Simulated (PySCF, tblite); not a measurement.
**C3H10Si2: dynamics, then NMR shifts on frames, part 1 of 2**

Aim: move C3H10Si2 (`C1C[SiH2][SiH2]C1`) away from its starting geometry and see how NMR shifts follow the geometry.

The runs use tblite 0.8.0 and PySCF 2.14.0, with density-fitted response routines of our own; the level of theory stands in each step. All values are computed, except where a source is named. Atoms count from 0, in the outputs and in this text.

## Step 1: The molecule as given

15 atoms, charge 0, multiplicity 1; geometry from: GFN2-xTB.

Bonds of the start (Å): C0–C1 1.53, C1–Si2 1.92, Si2–Si3 2.31, Si3–C4 1.92, C4–C0 1.53, C0–H5 1.09, C0–H6 1.09, C1–H7 1.09, C1–H8 1.09, Si2–H9 1.47, Si2–H10 1.47, Si3–H11 1.47, Si3–H12 1.47, C4–H13 1.09, C4–H14 1.09.

## Step 2: Dynamics with GFN2-xTB

Job settings and geometry (Å):

```
{"job": {"kind": "md", "xc": "GFN2-xTB", "basis": "xTB", "temperature": 400, "steps": 2000, "every": 50, "frames": 5}, "charge": 0, "multiplicity": 1}
C      0.216440    -1.247132    -0.346699
C     -1.154746    -0.813027     0.173699
Si    -1.347004     1.076456    -0.075029
Si     0.932704     1.452015     0.001170
C      1.339979    -0.402074     0.255850
H      0.235349    -1.144437    -1.435885
H      0.383397    -2.305531    -0.121145
H     -1.222065    -1.052953     1.237127
H     -1.935521    -1.387618    -0.325308
H     -2.020388     1.335961    -1.355004
H     -2.213118     1.632956     0.971081
H      1.504364     2.244568     1.096297
H      1.569071     1.928883    -1.234881
H      1.413598    -0.619450     1.323687
H      2.293525    -0.690628    -0.186873
```

With the program's defaults for keys left out, this is: GFN2-xTB Langevin dynamics, gas phase.

On the command line:

```bash
OMP_NUM_THREADS=1 python probes_run.py task.json out
```

This one command runs all jobs of the session in turn.

Standard output:

```text
t/fs     T/K      E/eV
    0.0   319.0   -406.97935
   25.0   225.8   -406.57268
   50.0   314.6   -406.54282
   75.0   335.5   -406.40206
  100.0   344.7   -406.26088
  125.0   335.2   -406.32954
  150.0   308.0   -406.41621
  175.0   331.1   -406.57915
  200.0   372.2   -406.51753
  225.0   352.4   -406.40474
  250.0   282.0   -406.45430
  275.0   249.1   -406.59394
  300.0   321.9   -406.50098
  325.0   388.6   -406.54712
  350.0   319.8   -406.28189
  375.0   257.7   -406.39593
  400.0   314.5   -406.42962
  425.0   329.3   -406.45797
  450.0   242.7   -406.36067
  475.0   315.8   -406.57407
  500.0   266.9   -406.51569
  525.0   260.8   -406.41285
  550.0   352.6   -406.55536
  575.0   271.3   -406.41725
  600.0   361.1   -406.44659
  625.0   451.6   -406.47641
  650.0   471.8   -406.59884
  675.0   431.4   -406.48326
  700.0   323.5   -406.14787
  725.0   419.6   -406.16092
  750.0   562.6   -406.30534
  775.0   470.3   -406.23150
  800.0   497.3   -406.35059
  825.0   347.0   -406.24013
  850.0   439.7   -406.42578
  875.0   364.7   -406.35566
  900.0   263.4   -406.03374
  925.0   394.0   -406.29608
  950.0   301.6   -406.28369
  975.0   335.5   -406.42738
 1000.0   412.1   -406.41175
```

It took 11 s on 1 thread of Arm Neoverse V1, shared host; peak memory 0.18 GiB.

Distance from the start (root mean square after alignment): 0 fs 0.00 Å, 200 fs 0.14 Å, 400 fs 0.28 Å, 600 fs 0.24 Å, 800 fs 0.27 Å, 1000 fs 0.14 Å.

Positions (Å) and forces (eV/Å) at 1000 fs:

```xyz
15

C     0.544    0.132    1.077    0.590   -1.767   -1.337
C    -0.775   -0.510    0.665   -0.110    0.707   -0.738
Si   -1.517    0.620   -0.678   -1.595   -0.076   -0.529
Si   -0.491    2.556    0.046    0.691   -0.646   -0.053
C     0.409    1.555    1.446    0.382    1.747    1.879
H     1.205    0.086    0.205    0.130    0.055   -0.343
H     0.998   -0.631    1.713    0.258    0.746    1.073
H    -1.495   -0.404    1.462   -0.080   -0.421    0.546
H    -0.604   -1.555    0.428   -0.247   -0.027   -0.041
H    -1.449    0.374   -2.129    0.393   -0.216    0.108
H    -3.023    0.392   -0.527    0.666    0.272    0.046
H    -1.311    3.583    0.679    0.105    0.197   -0.104
H     0.586    3.030   -0.902   -0.534    0.050    0.442
H    -0.241    1.622    2.373    0.775    0.096   -0.711
H     1.429    2.024    1.712   -1.423   -0.715   -0.237
```

## Step 3: Shielding tensors: 250 fs, PBE0/pcSseg-1

Job settings and geometry (Å):

```
{"job": {"kind": "nmr", "xc": "PBE0", "basis": "pcSseg-1", "pop": false}, "charge": 0, "multiplicity": 1}
C     -0.025300    -1.219000    -0.287200
C     -1.448200    -0.823900    -0.068300
Si    -1.803400     1.104000    -0.623600
Si     0.447200     1.643600    -0.140700
C      0.906000    -0.171600     0.334500
H      0.224300    -1.350100    -1.364100
H      0.020100    -2.254900     0.156100
H     -1.767400    -0.881400     0.952500
H     -2.046000    -1.425500    -0.728900
H     -2.334000     1.102500    -1.982100
H     -2.705100     1.561300     0.424200
H      0.349700     2.555500     1.030700
H      1.306900     2.046600    -1.259900
H      0.753600    -0.217200     1.438300
H      1.955800    -0.438400     0.246800
```

Method: GIAO PBE0/pcSseg-1 NMR shielding, non-relativistic, gas phase.

Standard output:

```text
coarse grid: 12712 points
cycle   1  E = -698.7992771225  dE =  1.841e-01  |g| = 4.010e-01  |ddm| = 3.360e+00
cycle   2  E = -698.7591583834  dE =  4.012e-02  |g| = 5.481e-01  |ddm| = 9.456e-01
cycle   3  E = -698.8434645410  dE = -8.431e-02  |g| = 3.110e-02  |ddm| = 6.088e-01
cycle   4  E = -698.8436980914  dE = -2.336e-04  |g| = 1.136e-02  |ddm| = 4.817e-02
cycle   5  E = -698.8437266228  dE = -2.853e-05  |g| = 3.784e-03  |ddm| = 1.395e-02
cycle   6  E = -698.8437301558  dE = -3.533e-06  |g| = 5.943e-04  |ddm| = 3.527e-03
final grid: 111200 points
cycle   7  E = -698.8723962454  dE = -2.101e-05  |g| = 6.465e-03  |ddm| = 2.018e-02
cycle   8  E = -698.8723859441  dE =  1.030e-05  |g| = 8.856e-03  |ddm| = 1.459e-02
cycle   9  E = -698.8724071440  dE = -2.120e-05  |g| = 4.135e-04  |ddm| = 8.958e-03
cycle  10  E = -698.8724071816  dE = -3.753e-08  |g| = 1.019e-04  |ddm| = 6.234e-04
cycle  11  E = -698.8724071839  dE = -2.300e-09  |g| = 4.264e-05  |ddm| = 1.450e-04
cycle  12  E = -698.8724071843  dE = -4.661e-10  |g| = 8.413e-06  |ddm| = 4.696e-05
converged SCF energy = -698.8724071843

GIAO shielding tensors (ppm)
atom      isotropic    diamagn.    paramagn.     s11        s22        s33       span
  0 C      155.049     245.931     -90.882    136.999    162.088    166.060     29.061
  1 C      168.244     250.989     -82.744    143.544    165.346    195.843     52.299
  2 Si     415.347     880.808    -465.461    370.074    424.766    451.201     81.127
  3 Si     421.012     879.941    -458.929    367.305    411.671    484.060    116.755
  4 C      168.579     251.433     -82.854    141.842    166.543    197.351     55.509
  5 H       30.024      30.839      -0.814     25.336     27.877     36.860     11.524
  6 H       28.268      29.252      -0.984     22.288     26.614     35.901     13.614
  7 H       31.207      31.919      -0.711     25.549     29.509     38.564     13.015
  8 H       30.042      30.559      -0.516     24.197     28.603     37.327     13.130
  9 H       27.933      29.536      -1.603     24.190     25.426     34.182      9.992
 10 H       27.954      29.865      -1.911     24.388     25.390     34.084      9.696
 11 H       27.355      28.604      -1.249     24.005     24.607     33.453      9.448
 12 H       27.670      28.706      -1.036     23.775     25.071     34.162     10.387
 13 H       30.496      31.392      -0.896     25.272     28.501     37.715     12.443
 14 H       30.240      30.704      -0.464     24.061     27.951     38.708     14.647
```

Wall time 12 s (1 thread of Arm Neoverse V1, shared host); peak memory 0.72 GiB.

Shifts follow as δ = σ(reference) − σ, with reference shieldings (ppm) from runs at the same level and on the same kind of geometry: 1H TMS 31.72, 13C TMS 186.9, 29Si TMS 349.2. The references are single molecules in the gas phase. Each atom is listed at this fixed geometry, with no averaging over motion; a spectrum would average atoms that exchange fast.

```
atoms                                                  environment  σ (ppm)  δ (ppm)
   C0                                            sp3 CH2 in a ring    155.0     31.9
   C1                                         sp3 CH2 bonded to Si    168.2     18.7
   C4                                         sp3 CH2 bonded to Si    168.6     18.3
  H11  hydrogen on a silicon bonded to C, Si, in a 5-membered ring    27.36     4.36
  H12  hydrogen on a silicon bonded to C, Si, in a 5-membered ring    27.67     4.05
   H9  hydrogen on a silicon bonded to C, Si, in a 5-membered ring    27.93     3.78
  H10  hydrogen on a silicon bonded to C, Si, in a 5-membered ring    27.95     3.76
   H6                             hydrogen on an sp3 CH2 in a ring    28.27     3.45
   H5                             hydrogen on an sp3 CH2 in a ring    30.02     1.69
   H8                          hydrogen on an sp3 CH2 bonded to Si    30.04     1.67
  H14                          hydrogen on an sp3 CH2 bonded to Si    30.24     1.48
  H13                          hydrogen on an sp3 CH2 bonded to Si    30.50     1.22
   H7                          hydrogen on an sp3 CH2 bonded to Si    31.21     0.51
  Si2           silicon bonded to C, Si, 2 H, in a 5-membered ring    415.3    -66.2
  Si3           silicon bonded to C, Si, 2 H, in a 5-membered ring    421.0    -71.9
```

Ring of atoms C0, C1, Si2, Si3, C4: NICS(0) -4.5, NICS(1) -4.0, NICS(1)zz -2.5 ppm (means of both faces).

## Step 4: Shielding tensors: 425 fs, PBE0/pcSseg-1

Job settings and geometry (Å):

```
{"job": {"kind": "nmr", "xc": "PBE0", "basis": "pcSseg-1", "pop": false}, "charge": 0, "multiplicity": 1}
C     -0.246800    -1.240200    -0.050900
C     -1.611500    -0.568000    -0.001800
Si    -1.547800     1.255300    -0.660900
Si     0.606500     1.584800     0.113400
C      0.838200    -0.292100     0.664900
H      0.067400    -1.342900    -1.093700
H     -0.379500    -2.224100     0.378200
H     -1.857600    -0.492900     1.126800
H     -2.403700    -1.118300    -0.457700
H     -1.833600     1.199700    -2.099200
H     -2.812600     1.978200    -0.090600
H      0.614500     2.267000     1.401700
H      1.854500     1.914900    -0.668700
H      0.623700    -0.300300     1.745900
H      1.775600    -0.722500     0.339400
```

Method: GIAO PBE0/pcSseg-1 NMR shielding, non-relativistic, gas phase.

Standard output:

```text
coarse grid: 12712 points
cycle   1  E = -698.7985319398  dE =  1.105e-01  |g| = 3.832e-01  |ddm| = 3.322e+00
cycle   2  E = -698.7689647930  dE =  2.957e-02  |g| = 5.000e-01  |ddm| = 8.566e-01
cycle   3  E = -698.8393545826  dE = -7.039e-02  |g| = 3.066e-02  |ddm| = 5.427e-01
cycle   4  E = -698.8395893360  dE = -2.348e-04  |g| = 1.049e-02  |ddm| = 5.070e-02
cycle   5  E = -698.8396180971  dE = -2.876e-05  |g| = 3.021e-03  |ddm| = 1.735e-02
cycle   6  E = -698.8396210057  dE = -2.909e-06  |g| = 5.414e-04  |ddm| = 4.075e-03
final grid: 111200 points
cycle   7  E = -698.8693525724  dE = -2.030e-05  |g| = 6.469e-03  |ddm| = 2.201e-02
cycle   8  E = -698.8693438157  dE =  8.757e-06  |g| = 8.514e-03  |ddm| = 1.419e-02
cycle   9  E = -698.8693634399  dE = -1.962e-05  |g| = 3.914e-04  |ddm| = 8.566e-03
cycle  10  E = -698.8693634762  dE = -3.629e-08  |g| = 7.850e-05  |ddm| = 5.796e-04
cycle  11  E = -698.8693634775  dE = -1.310e-09  |g| = 3.563e-05  |ddm| = 1.164e-04
cycle  12  E = -698.8693634779  dE = -3.374e-10  |g| = 6.067e-06  |ddm| = 3.927e-05
converged SCF energy = -698.8693634779

GIAO shielding tensors (ppm)
atom      isotropic    diamagn.    paramagn.     s11        s22        s33       span
  0 C      154.690     247.947     -93.257    134.387    161.931    167.753     33.366
  1 C      162.751     253.289     -90.538    141.816    159.427    187.010     45.194
  2 Si     407.875     879.577    -471.703    365.831    389.505    468.287    102.456
  3 Si     424.544     879.945    -455.401    386.411    423.969    463.251     76.840
  4 C      164.606     251.656     -87.050    137.677    162.448    193.693     56.015
  5 H       30.485      32.100      -1.615     26.046     28.473     36.937     10.891
  6 H       29.364      30.969      -1.604     23.496     27.764     36.833     13.337
  7 H       29.696      30.452      -0.757     25.267     27.734     36.086     10.819
  8 H       30.444      31.031      -0.587     24.764     28.379     38.187     13.423
  9 H       27.731      28.954      -1.223     24.136     25.174     33.882      9.746
 10 H       26.503      27.130      -0.627     23.199     24.093     32.218      9.019
 11 H       27.993      29.392      -1.399     24.192     25.595     34.194     10.002
 12 H       27.153      27.979      -0.826     23.306     24.810     33.343     10.037
 13 H       30.148      31.303      -1.155     24.644     28.566     37.234     12.590
 14 H       29.803      31.274      -1.471     23.906     28.167     37.337     13.431
```

It took 12 s on 1 thread of Arm Neoverse V1, shared host; peak memory 0.73 GiB.

Key values: δ C0 32.2, C1 24.2, C4 22.3, Si2 -58.7, H10 5.21, H12 4.56 ppm.

(Continued in part 2 of 2.)
